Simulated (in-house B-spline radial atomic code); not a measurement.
**Eu⁶⁺: binding energies from hole states**

Aim: binding energies of the shells of Eu⁶⁺, from runs with electrons taken out, set against the orbital energies of the parent.

Method: Dirac-Hartree-Fock, average of configuration, Fermi nucleus, basis-set limit. Code: in-house B-spline radial atomic code version 1.

## (1) What is computed

```
element       : europium (Z = 63)
charge        : +6
electrons     : 57
configuration : [Kr] 4d10 4f5 5s2 5p4
Hamiltonian   : Dirac-Coulomb
nucleus       : Fermi, rms radius 5.112 fm
```

Outer shells as boxes (Hund's rule):

[Kr] 4d10 4f5 5s2 5p4
```
[Kr] core
4d [↑↓][↑↓][↑↓][↑↓][↑↓]
4f [↑ ][↑ ][↑ ][↑ ][↑ ][  ][  ]
5s [↑↓]
5p [↑↓][↑ ][↑ ]
```

The boxes draw the filling by Hund's rule, which heavy ions in jj coupling don't follow; these runs average over all states of the configuration.

Settings, as recorded:

```ini
Z = 63
electrons = 57.0
configuration = [Kr] 4d10 4f5 5s2 5p4
hamiltonian = dirac
method = hf
spin_polarised = False
nucleus = fermi
rms_radius = 5.1115
mass_number = 153
atomic_mass = 152.921236789
speed_of_light = 137.035999084
```

The reference is known from an earlier run: -10837.928340 hartree in all. Up to eight levels, counted from the top:

| orbital | occupation | energy (eV) | <r> (bohr) |
| --- | --- | --- | --- |
| 4p3/2 | 4 | -370.82 | 0.6047 |
| 4d3/2 | 4 | -245.24 | 0.6411 |
| 4d5/2 | 6 | -239.67 | 0.6509 |
| 5s1/2 | 2 | -128.79 | 1.298 |
| 5p1/2 | 1.33333 | -105.65 | 1.401 |
| 5p3/2 | 2.66667 | -100.39 | 1.461 |
| 4f5/2 | 2.14286 | -98.402 | 0.7789 |
| 4f7/2 | 2.85714 | -97.699 | 0.7850 |

## (2) The 4d3/2 hole

In configurations, a minus sign after the shell means j = l − 1/2 and a plus sign j = l + 1/2; the count of electrons follows.

Settings, as recorded:

```ini
Z = 63
electrons = 56.0
configuration = 1s2 2s2 2p6 3s2 3p6 3d10 4s2 4p6 4d-3 4d+6 4f5 5s2 5p4
hamiltonian = dirac
method = hf
spin_polarised = False
nucleus = fermi
rms_radius = 5.1115
mass_number = 153
atomic_mass = 152.921236789
speed_of_light = 137.035999084
```

## (3) The 4d5/2 hole

Changes to the settings of step 2:

```diff
@@ -2,3 +2,3 @@
 electrons = 56.0
-configuration = 1s2 2s2 2p6 3s2 3p6 3d10 4s2 4p6 4d-3 4d+6 4f5 5s2 5p4
+configuration = 1s2 2s2 2p6 3s2 3p6 3d10 4s2 4p6 4d-4 4d+5 4f5 5s2 5p4
 hamiltonian = dirac
```

## (4) The 4f hole

Changes to the settings of step 3:

```diff
@@ -2,3 +2,3 @@
 electrons = 56.0
-configuration = 1s2 2s2 2p6 3s2 3p6 3d10 4s2 4p6 4d-4 4d+5 4f5 5s2 5p4
+configuration = 1s2 2s2 2p6 3s2 3p6 3d10 4s2 4p6 4d10 4f4 5s2 5p4
 hamiltonian = dirac
```

## (5) The 5s hole

Changes to the settings of step 4:

```diff
@@ -2,3 +2,3 @@
 electrons = 56.0
-configuration = 1s2 2s2 2p6 3s2 3p6 3d10 4s2 4p6 4d10 4f4 5s2 5p4
+configuration = 1s2 2s2 2p6 3s2 3p6 3d10 4s2 4p6 4d10 4f5 5s1 5p4
 hamiltonian = dirac
```

## (6) The 5p hole

Changes to the settings of step 5:

```diff
@@ -2,3 +2,3 @@
 electrons = 56.0
-configuration = 1s2 2s2 2p6 3s2 3p6 3d10 4s2 4p6 4d10 4f5 5s1 5p4
+configuration = 1s2 2s2 2p6 3s2 3p6 3d10 4s2 4p6 4d10 4f5 5s2 5p3
 hamiltonian = dirac
```

Q: What does each hole state cost in eV, and how does that compare with the orbital energies or single holes?

As calculated:

| hole | ΔSCF (eV) | with Breit, QED, recoil (eV) | −ε of the parent (eV) | −ε less ΔSCF (eV) |
| --- | --- | --- | --- | --- |
| 4d3/2 | 240.09 | 239.96 | 245.24 | 5.15 |
| 4d5/2 | 234.69 | 234.67 | 239.67 | 4.99 |
| 4f | 94.349 | 94.493 | - | - |
| 5s | 128.12 | 127.95 | 128.79 | 0.67 |
| 5p | 101.61 | 101.53 | - | - |

What this shows: Every ΔSCF value lies below −ε, since the other electrons relax into the hole: by 5.2 eV for 4d3/2 and 0.67 eV for 5s. A dash stands where an open shell is averaged over j, so that no single parent level belongs to the hole. Values are for the free ion, measured from the vacuum level.
